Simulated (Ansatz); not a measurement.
# BH₆NO₂Si: small, medium and large basis sets

One table from this session's results is given with a row withheld; the runs are named, their logs left out.

The runs use Ansatz 0.2.0, Gaussian basis; one geometry, several basis sets.

Plan: PBE0-D4/def2-SVP; ωB97M-V/def2-SVP; PBE0-D4/def2-QZVPP; ωB97M-V/def2-QZVPP; the functionals' def2-TZVPP values are taken from earlier runs.

**Structure used throughout**

An earlier PBE0-D4 in a triple-zeta def2 set relaxation fixed the geometry.

SMILES `NB(O)O[SiH3]`, 11 atoms, charge 0, spin multiplicity 1.

Atoms are counted from 1 here; the program's logs count them from 0.

Bond lengths: N1–B2 1.410 Å, N1–H6 1.004 Å, N1–H7 1.002 Å, B2–O3 1.376 Å, B2–O4 1.371 Å, O3–H8 0.957 Å, O4–Si5 1.646 Å, Si5–H9 1.484 Å, Si5–H10 1.485 Å, Si5–H11 1.486 Å. Angles: B2–N1–H6 120.8°, B2–N1–H7 124.9°, H6–N1–H7 114.3°, N1–B2–O3 123.9°, N1–B2–O4 118.8°, O3–B2–O4 117.3°, B2–O3–H8 115.0°, B2–O4–Si5 130.1°, O4–Si5–H9 106.5°, O4–Si5–H10 111.2°, O4–Si5–H11 111.2°, H9–Si5–H10 109.3°, H9–Si5–H11 109.3°, H10–Si5–H11 109.3°.

The first run:

Contents of in.yaml:

```yaml
crystal:
  periodic: [false, false, false]
  atoms:
    - {symbol: N, position_ang: [1.131875, 1.595104, -0.711502]}
    - {symbol: B, position_ang: [0.187694, 0.713935, -0.146229]}
    - {symbol: O, position_ang: [-0.985137, 1.122601, 0.446698]}
    - {symbol: O, position_ang: [0.437497, -0.633482, -0.180991]}
    - {symbol: Si, position_ang: [-0.459158, -1.891780, 0.385073]}
    - {symbol: H, position_ang: [1.973253, 1.245898, -1.132807]}
    - {symbol: H, position_ang: [1.041762, 2.593169, -0.736093]}
    - {symbol: H, position_ang: [-1.127097, 2.069350, 0.453328]}
    - {symbol: H, position_ang: [0.304034, -3.125443, 0.074068]}
    - {symbol: H, position_ang: [-0.655749, -1.793934, 1.854238]}
    - {symbol: H, position_ang: [-1.783475, -1.952316, -0.285182]}
basis:
  gaussian: {orbitals: def2-SVP}
hamiltonian: {xc: pbe0, dispersion: d4}
output: {orbitals: {seedname: orbitals}}
```

On the command line:

```
$ ansatz run in.yaml --threads 4 --pin off --events-out ev --progress --plain --max-ram 10444MiB
```

Steps of the session up to this table: PBE0-D4 in def2-SVP; ωB97M-V in def2-SVP; PBE0-D4 in def2-QZVPP; ωB97M-V in def2-QZVPP.

One table of the session follows, with a row left open; its other results are not shown here.

It belongs to the step «Density functionals: the series». 

```
functional       basis  HOMO (eV)  LUMO (eV)
   PBE0-D4    def2-SVP      -7.50       1.06
   PBE0-D4  def2-TZVPP          ?          ?
   PBE0-D4  def2-QZVPP      -7.80       0.03
   ωB97M-V    def2-SVP      -9.88       2.79
   ωB97M-V  def2-TZVPP     -10.14       1.69
   ωB97M-V  def2-QZVPP     -10.19       1.20
```

Q: Estimate the row for PBE0-D4, def2-TZVPP from the others.

**Answer.** HOMO (eV): -7.75; LUMO (eV): 0.29. In the column «HOMO (eV)» it lies between PBE0-D4, def2-QZVPP (-7.80) and PBE0-D4, def2-SVP (-7.50).
